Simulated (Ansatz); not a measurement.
# Ti (triplet): energies up the ladder

Wanted for Ti (triplet): energies up the ladder. Spin multiplicity 3.

Computed with Ansatz 0.2.0 (the levels named in each step, unless a step's input says otherwise).

### Step 1. The starting structure

Coordinates:

```xyz
1

Ti    0.0000    0.0000    0.0000
```

### Step 2. Single point, PBE0/def2-TZVPP

input.yaml reads:

```yaml
crystal:
  periodic: [false, false, false]
  atoms:
    - { symbol: Ti, position_ang: [0.0, 0.0, 0.0] }
magnetization:
  spin_polarized: true
  initial_magnetization: 2
basis:
  gaussian: { orbitals: def2-TZVPP }
hamiltonian:
  xc: pbe0
```

The run is started by

```
$ ansatz run input.yaml --threads 2 --pin off --max-ram 5120MiB --backend cpu --events-out ev --progress --plain --runs-dir out
```

Standard output:

```text
Warning: RAYON_NUM_THREADS=2 ignored (pool sized by the plan → 2); use --threads N
Engine: ansatz 0.2.0, x86_64-unknown-linux-gnu
Functional definition: PBE0
  parameter a = 0.25
  parameter kappa = 0.804
  parameter beta = 0.06672455060314922
  exchange = (1 - a)*pbe_x(kappa = kappa, mu = beta*pi^2/3) + a*exact_x
  correlation = pbe_c(beta = beta)
512 factors; their error is unknown
mean field evaluation 1: about -23099.7103 eV, gradient 3.2e1 eV
mean field evaluation 2: about -23072.5960 eV, gradient 6.7e1 eV
mean field evaluation 4: about -23105.0733 eV, gradient 1.1e1 eV
mean field evaluation 8: about -23106.2083 eV, gradient 1.2e0 eV
mean field evaluation 16: about -23106.3874 eV, gradient 4.4e-2 eV
mean field evaluation 32: about -23106.3887 eV, gradient 1.8e-3 eV
mean field evaluation 64: about -23105.7687 eV, gradient 8.6e0 eV
mean field -23106.38869231 eV, -849.1441223695 hartree, gradient 9.1e-6 eV, S^2 2.003172; 6 other end points of the search recorded, 0 dependent functions left out
reference -23106.38871102 eV, -849.1441230571 hartree; 12, 10 occupied and 52, 54 virtual orbitals, 512 factors
Total energy: -23106.38871102 eV, -849.1441230571 hartree
```

It took 5 s on 2 threads of Intel Xeon at 2.70GHz, shared host; peak memory 0.15 GiB.

### Step 3. Single point, PBE/def2-TZVPP

input.yaml: that of step 2 with these lines changed.

```diff
@@ -10,2 +10,2 @@
 hamiltonian:
-  xc: pbe0
+  xc: pbe
```

The run is started by

```
$ ansatz run input.yaml --threads 2 --pin off --max-ram 5120MiB --backend cpu --events-out ev --progress --plain --runs-dir out
```

Standard output, cut to the lines that bear on the results:

```text
Warning: RAYON_NUM_THREADS=2 ignored (pool sized by the plan → 2); use --threads N
[...]
Functional definition: PBE
[...]
432 factors; their error is unknown
[...]
mean field -23105.40059615 eV, -849.1078105054 hartree, gradient 3.8e-6 eV, S^2 2.479135; 31 other end points of the search recorded, 0 dependent functions left out
reference -23105.40062101 eV, -849.1078114191 hartree; 12, 10 occupied and 52, 54 virtual orbitals, 432 factors
Total energy: -23105.40062101 eV, -849.1078114191 hartree
```

Wall time 21 s (2 threads of Intel Xeon at 2.70GHz, shared host); peak memory 0.13 GiB.

### Step 4. Single point, r2SCAN/def2-TZVPP

input.yaml: that of step 3 with these lines changed.

```diff
@@ -10,2 +10,2 @@
 hamiltonian:
-  xc: pbe
+  xc: r2scan
```

The run is started by

```
$ ansatz run input.yaml --threads 2 --pin off --max-ram 5120MiB --backend cpu --events-out ev --progress --plain --runs-dir out
```

Standard output, cut to the lines that bear on the results:

```text
Warning: RAYON_NUM_THREADS=2 ignored (pool sized by the plan → 2); use --threads N
[...]
Functional definition: r2SCAN
[...]
432 factors; their error is unknown
[...]
mean field -23110.73060858 eV, -849.3036848494 hartree, gradient 8.2e-6 eV, S^2 2.557849; 48 other end points of the search recorded, 0 dependent functions left out
reference -23110.73063349 eV, -849.3036857649 hartree; 12, 10 occupied and 52, 54 virtual orbitals, 432 factors
Total energy: -23110.73063349 eV, -849.3036857649 hartree
```

Run time: 66 s. Hardware: 2 threads of Intel Xeon at 2.70GHz, shared host; peak memory 0.18 GiB.

### Step 5. Single point, B3LYP/def2-TZVPP

input.yaml: that of step 4 with these lines changed.

```diff
@@ -10,2 +10,2 @@
 hamiltonian:
-  xc: r2scan
+  xc: { name: B3LYP }
```

The run is started by

```
$ ansatz run input.yaml --threads 2 --pin off --max-ram 5120MiB --backend cpu --events-out ev --progress --plain --runs-dir out
```

Standard output:

```text
Warning: RAYON_NUM_THREADS=2 ignored (pool sized by the plan → 2); use --threads N
[... 1 set-up line as earlier in the session ...]
Functional definition: B3LYP
  parameter a0 = 0.2
  parameter ax = 0.72
  parameter ac = 0.81
  exchange = (1 - a0 - ax)*slater_x + ax*b88_x + a0*exact_x
  correlation = (1 - ac)*vwn_rpa_c + ac*lyp_c
498 factors; their error is unknown
mean field evaluation 1: about -23096.9900 eV, gradient 5.4e1 eV
mean field evaluation 2: about -23057.5196 eV, gradient 1.0e2 eV
mean field evaluation 4: about -23111.8815 eV, gradient 7.8e0 eV
mean field evaluation 8: about -23112.2769 eV, gradient 8.3e-2 eV
mean field evaluation 16: about -23112.2936 eV, gradient 4.8e-2 eV
mean field evaluation 32: about -23107.7715 eV, gradient 6.5e0 eV
mean field evaluation 64: about -23112.3410 eV, gradient 1.1e0 eV
mean field -23112.48049565 eV, -849.3679920130 hartree, gradient 6.1e-6 eV, S^2 2.002343; 9 other end points of the search recorded, 0 dependent functions left out
reference -23112.48063760 eV, -849.3679972297 hartree; 12, 10 occupied and 52, 54 virtual orbitals, 498 factors
Total energy: -23112.48063760 eV, -849.3679972297 hartree
```

Run time: 6.5 s. Hardware: 2 threads of Intel Xeon at 2.70GHz, shared host; peak memory 0.15 GiB.

### Step 6. Single point, wB97M-V/def2-TZVPP

input.yaml: that of step 5 with these lines changed.

```diff
@@ -10,2 +10,2 @@
 hamiltonian:
-  xc: { name: B3LYP }
+  xc: { name: wB97M-V }
```

The run is started by

```
$ ansatz run input.yaml --threads 2 --pin off --max-ram 5120MiB --backend cpu --events-out ev --progress --plain --runs-dir out
```

Standard output, cut to the lines that bear on the results:

```text
Warning: RAYON_NUM_THREADS=2 ignored (pool sized by the plan → 2); use --threads N
[...]
Functional definition: wB97M-V
[...]
  gx(w, u) = 1 - cx + cx01*u + cx10*w
  gss(w, u) = css00 + css04*u^4 + css10*w + css20*w^2 + css43*w^4*u^3
  gos(w, u) = cos00 + cos10*w + (cos20 + cos21*u)*w^2 + (cos60 + cos61*u)*w^6
[...]
      + integral(e_c_pw_mod_opposite_spin*gos(b97_w_opposite, b97_u_opposite)) + vv10(b, c)
464 factors; their error is unknown
82 factors; integrals over basis functions are off by at most 1.8e-4 eV
[...]
mean field -23110.55479967 eV, -849.2972239912 hartree, gradient 1.0e-5 eV, S^2 2.001368; 6 other end points of the search recorded, 0 dependent functions left out
reference -23110.55482814 eV, -849.2972250375 hartree; 12, 10 occupied and 52, 54 virtual orbitals, 464 factors
Total energy: -23110.55482814 eV, -849.2972250375 hartree
```

It took 9.3 s on 2 threads of Intel Xeon at 2.70GHz, shared host; peak memory 0.24 GiB.

### Step 7. Single point, B2PLYP/def2-TZVPP

input.yaml: that of step 6 with these lines changed.

```diff
@@ -10,2 +10,2 @@
 hamiltonian:
-  xc: { name: wB97M-V }
+  xc: { name: B2PLYP }
```

The run is started by

```
$ ansatz run input.yaml --threads 2 --pin off --max-ram 5120MiB --backend cpu --events-out ev --progress --plain --runs-dir out
```

Standard output, cut to the lines that bear on the results:

```text
Warning: RAYON_NUM_THREADS=2 ignored (pool sized by the plan → 2); use --threads N
[...]
Functional definition: B2PLYP
[...]
434 factors; integrals over basis functions are off by at most 1.8e-4 eV
[...]
mean field -23104.98398968 eV, -849.0925005001 hartree, gradient 1.9e-6 eV, S^2 2.003463; 6 other end points of the search recorded, 0 dependent functions left out
5 core orbitals not correlated: weight in the atoms' cores, before any rotation towards them, 1.000 or more for the frozen orbitals, at most 0.000 for the correlated occupied ones
reference -23104.98407942 eV, -849.0925037979 hartree; 7, 5 occupied and 52, 54 virtual orbitals, 434 factors
second order -9.43193787 eV of doubles, -0.00000000 eV of singles
Total energy: -23107.53070264 eV, -849.1860904753 hartree
```

It took 4.1 s on 2 threads of Intel Xeon at 2.70GHz, shared host; peak memory 0.13 GiB.

### Step 8. Single point, LDA/def2-TZVPP

input.yaml: that of step 7 with these lines changed.

```diff
@@ -10,2 +10,2 @@
 hamiltonian:
-  xc: { name: B2PLYP }
+  xc: lda
```

The run is started by

```
$ ansatz run input.yaml --threads 2 --pin off --max-ram 5120MiB --backend cpu --events-out ev --progress --plain --runs-dir out
```

Standard output, cut to the lines that bear on the results:

```text
Warning: RAYON_NUM_THREADS=2 ignored (pool sized by the plan → 2); use --threads N
[...]
Functional definition: SPW92
[...]
432 factors; their error is unknown
[...]
mean field -23055.49782586 eV, -847.2739175225 hartree, gradient 3.4e-6 eV, S^2 2.404628; 6 other end points of the search recorded, 0 dependent functions left out
reference -23055.49784950 eV, -847.2739183913 hartree; 12, 10 occupied and 52, 54 virtual orbitals, 432 factors
Total energy: -23055.49784950 eV, -847.2739183913 hartree
```

Run time: 7.7 s. Hardware: 2 threads of Intel Xeon at 2.70GHz, shared host; peak memory 0.12 GiB.

### Step 9. Single point, PBE0/def2-SVP

input.yaml: that of step 8 with these lines changed.

```diff
@@ -8,4 +8,4 @@
 basis:
-  gaussian: { orbitals: def2-TZVPP }
+  gaussian: { orbitals: def2-SVP }
 hamiltonian:
-  xc: lda
+  xc: pbe0
```

The run is started by

```
$ ansatz run input.yaml --threads 2 --pin off --max-ram 5120MiB --backend cpu --events-out ev --progress --plain --runs-dir out
```

Standard output, cut to the lines that bear on the results:

```text
Warning: RAYON_NUM_THREADS=2 ignored (pool sized by the plan → 2); use --threads N
[... 7 set-up lines as earlier in the session ...]
236 factors; integrals over basis functions are off by at most 9.2e-5 eV
mean field evaluation 1: about -23102.4212 eV, gradient 6.1e0 eV
mean field evaluation 2: about -23102.6773 eV, gradient 1.6e0 eV
mean field evaluation 4: about -23102.8511 eV, gradient 1.2e0 eV
mean field evaluation 8: about -23103.3495 eV, gradient 4.1e-1 eV
mean field evaluation 16: about -23103.3573 eV, gradient 2.9e-4 eV
mean field evaluation 32: about -23102.4738 eV, gradient 7.0e0 eV
mean field -23103.35730403 eV, -849.0327209050 hartree, gradient 6.2e-6 eV, S^2 2.002965; 6 other end points of the search recorded, 0 dependent functions left out
reference -23103.35732812 eV, -849.0327217904 hartree; 12, 10 occupied and 19, 21 virtual orbitals, 236 factors
Total energy: -23103.35732812 eV, -849.0327217904 hartree
```

It took 1.9 s on 2 threads of Intel Xeon at 2.70GHz, shared host; peak memory 0.097 GiB.

### Step 10. Single point, PBE/def2-SVP

input.yaml: that of step 9 with these lines changed.

```diff
@@ -10,2 +10,2 @@
 hamiltonian:
-  xc: pbe0
+  xc: pbe
```

The run is started by

```
$ ansatz run input.yaml --threads 2 --pin off --max-ram 5120MiB --backend cpu --events-out ev --progress --plain --runs-dir out
```

Standard output, cut to the lines that bear on the results:

```text
Warning: RAYON_NUM_THREADS=2 ignored (pool sized by the plan → 2); use --threads N
[...]
[... 1 set-up line as earlier in the session ...]
[...]
236 factors; integrals over basis functions are off by at most 9.2e-5 eV
[...]
mean field -23102.22770513 eV, -848.9912089111 hartree, gradient 1.2e-6 eV, S^2 2.246718; 18 other end points of the search recorded, 0 dependent functions left out
reference -23102.22773751 eV, -848.9912101012 hartree; 12, 10 occupied and 19, 21 virtual orbitals, 236 factors
Total energy: -23102.22773751 eV, -848.9912101012 hartree
```

Run time: 12 s. Hardware: 2 threads of Intel Xeon at 2.70GHz, shared host; peak memory 0.096 GiB.

### Step 11. Total energies

```tsv
level	energy (eV)	CPU time
PBE0/def2-TZVPP	-23106.3887	7.5 s
PBE/def2-TZVPP	-23105.4006	38 s
r2SCAN/def2-TZVPP	-23110.7306	2.1 min
B3LYP/def2-TZVPP	-23112.4806	12 s
wB97M-V/def2-TZVPP	-23110.5548	18 s
B2PLYP/def2-TZVPP	-23107.5307	7.4 s
LDA/def2-TZVPP	-23055.4978	13 s
PBE0/def2-SVP	-23103.3573	3.2 s
PBE/def2-SVP	-23102.2277	21 s
```

### Step 12. What came out

| quantity | value |
| --- | --- |
| energy at PBE/def2-SVP | -23102.228 eV |

In words: These totals serve in differences with atoms or fragments at the same level; alone they don't rank the methods. <S²> exceeds the pure value by up to 0.56: some mean fields break spin symmetry, which blurs their results.
